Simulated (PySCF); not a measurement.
# H4NdS4 (Nd(SH)4-): the cost of one run

Program: PySCF 2.14.0. Level of theory: several levels, as the steps say, no spin–orbit coupling. These are calculated values, not measurements.

4 further runs of the same task are left out: 2 for a known fault of the program, 1 that didn't finish, 1 set aside as unsound or not needed.

**1. Starting geometry**

9 atoms, charge -1, spin multiplicity 1.

Bond lengths: Nd1–S2 2.726 Å, Nd1–S4 2.726 Å, Nd1–S6 2.726 Å, Nd1–S8 2.726 Å, S2–H3 1.356 Å, S4–H5 1.356 Å, S6–H7 1.356 Å, S8–H9 1.356 Å. Angles: S2–Nd1–S4 112.6°, S2–Nd1–S6 107.9°, S2–Nd1–S8 107.9°, S4–Nd1–S6 107.9°, S4–Nd1–S8 107.9°, S6–Nd1–S8 112.6°, Nd1–S2–H3 86.3°, Nd1–S4–H5 86.3°, Nd1–S6–H7 86.3°, Nd1–S8–H9 86.3°.

As a file:

```xyz
9
charge -1, multiplicity 1
Nd    0.00000    0.00000   -0.00001
S     1.69769    1.50315    1.51245
H     2.69232    0.99220    0.74510
S    -1.69769   -1.50315    1.51245
H    -2.69232   -0.99220    0.74510
S     1.50309   -1.69776   -1.51240
H     0.99169   -2.69229   -0.74514
S    -1.50309    1.69776   -1.51240
H    -0.99169    2.69229   -0.74514
```

Formal oxidation states: Nd +3. Each metal's 3 4f electrons lie in its core potential, so multiplicities, spins and levels count the valence alone. An earlier session relaxed this geometry at r2SCAN, Nd lcecp-1-SVP with ECP49, S def2-SVP, H def2-SVP (singlet, point group S4).

At r2SCAN on the finer grid: E = -1628.814532 Eh, HOMO -2.17 eV, LUMO 2.60 eV, Mulliken charge on Nd1 +0.60 e, largest force component 0.008 eV/Å. 

Levels to run: BLYP; CAM-B3LYP; HF; wB97X; r2SCAN, TZVP. Hardware: 2 threads of Arm Neoverse V2, shared host.

**2. BLYP**

Input file run.py (the lines that set the calculation):

```python
mol = gto.M(atom='''
Nd     0.00000     0.00000    -0.00001
S      1.69769     1.50315     1.51245
H      2.69232     0.99220     0.74510
S     -1.69769    -1.50315     1.51245
H     -2.69232    -0.99220     0.74510
S      1.50309    -1.69776    -1.51240
H      0.99169    -2.69229    -0.74514
S     -1.50309     1.69776    -1.51240
H     -0.99169     2.69229    -0.74514''',
    basis={'Nd': 'lcecp-1-SVP', 'S': 'def2-SVP', 'H': 'def2-SVP'},
    ecp={'Nd': 'lcecp-1-SVP'},
    charge=-1, spin=0)
mf = dft.RKS(mol, xc='BLYP')
mf.grids.atom_grid = (75, 302)  # f atoms: unpruned, at least (60, 302)
mf = mf.density_fit()  # fitting sets: Nd AutoAux, S def2-universal-JKFIT, H def2-universal-JKFIT
mf.conv_tol = 1e-08; mf.max_cycle = 55
mf.kernel(dm0)  # dm0: the density of the relaxed state
```

Run with:

```sh
OMP_NUM_THREADS=2 python run.py
```

**Question.** How long does this run take on 2 threads of Arm Neoverse V2, shared host?

About 10 s.
